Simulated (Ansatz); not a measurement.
What does this script print? It uses the Python package of Ansatz (0.2.0).

Script `rbtl3.py`:
```python
"""Heat of formation of RbTl3 at zero temperature, after relaxing atoms and volume at fixed cell shape."""

from collections import Counter

import ansatz
import numpy as np
from tabulate import tabulate

PHASES = {
    "RbTl3": (
        [(0.0, 4.118, 4.118), (4.118, 0.0, 4.118), (4.118, 4.118, 0.0)],
        [
            ("Rb", (0.0, 0.0, 0.0)),
            ("Tl", (0.25, 0.25, 0.25)),
            ("Tl", (0.75, 0.75, 0.75)),
            ("Tl", (0.5, 0.5, 0.5)),
        ],
    ),
    "Rb": (
        [(-2.8025, 2.8025, 2.8025), (2.8025, -2.8025, 2.8025), (2.8025, 2.8025, -2.8025)],
        [
            ("Rb", (0.0, 0.0, 0.0)),
        ],
    ),
    "Tl": (
        [(3.456, 0.0, 0.0), (-1.728, 2.99298, 0.0), (0.0, 0.0, 5.525)],
        [
            ("Tl", (1 / 3, 2 / 3, 0.25)),
            ("Tl", (2 / 3, 1 / 3, 0.75)),
        ],
    ),
}


def build(vectors, sites):
    crystal = ansatz.Crystal(lattice=ansatz.Lattice.of(vectors))
    for symbol, position in sites:
        crystal = crystal.atom(symbol, position)
    return crystal


def solve(name, crystal):
    calc = (
        crystal.calculation()
        .basis(550)
        .functional("PBEsol")
        .kpoints(spacing=0.16)
        .occupations("fermi_dirac", width=0.05)
        .stress()
    )
    calc = calc.relax(force_tolerance=0.02, fix_cell=["shape"])
    return calc.run()


def counts(outcome):
    return Counter(site.symbol for site in outcome.lattice.sites)

def formation_energy(outcome, mu):
    n = counts(outcome)
    return (outcome.report["energy_sigma0_ev"] - sum(k * mu[element] for element, k in n.items())) / sum(n.values())


def volume_per_atom(outcome):
    return abs(np.linalg.det(outcome.lattice.cell_ang)) / len(outcome.lattice.sites)

phases = {name: build(*cell) for name, cell in PHASES.items()}

done = {name: solve(name, crystal) for name, crystal in phases.items()}

# chemical potentials of the elements at zero temperature
references = {"Rb": "Rb", "Tl": "Tl"}
mu = {element: done[name].report["energy_sigma0_ev"] / len(done[name].lattice.sites) for element, name in references.items()}

target = done["RbTl3"]
heat = formation_energy(target, mu)
rows = [(name, len(o.lattice.sites), volume_per_atom(o), formation_energy(o, mu)) for name, o in done.items()]
print(tabulate(rows, headers=["phase", "atoms", "V (A^3/atom)", "E_form (eV/atom)"], floatfmt=".4f", tablefmt="github"))
```

```console
$ python rbtl3.py
| phase   |   atoms |   V (A^3/atom) |   E_form (eV/atom) |
|---------|---------|----------------|--------------------|
| RbTl3   |       4 |        31.3965 |            -0.0135 |
| Rb      |       1 |        88.0434 |             0.0000 |
| Tl      |       2 |        28.5746 |             0.0000 |
```

Notes:
- Atoms and volume are relaxed with the cell's shape held, which in cells of lower than cubic symmetry can hide stresses and shift volumes.
- Spin-orbit coupling, which matters for elements this heavy, is left out.
- The cells come from databases of deposited and of computed structures, and not all need be stable phases.
- The compound is the structure given, not necessarily its lowest; energies are at zero temperature, with no correction for gases. A semilocal functional's error on such energies is often 0.05 to 0.1 eV an atom, and 0.1 to 0.3 eV against gases such as O2 or F2.
- It ran for 68 s on 1 thread of Arm Neoverse V2, on a shared host, peak memory 0.58 GiB.
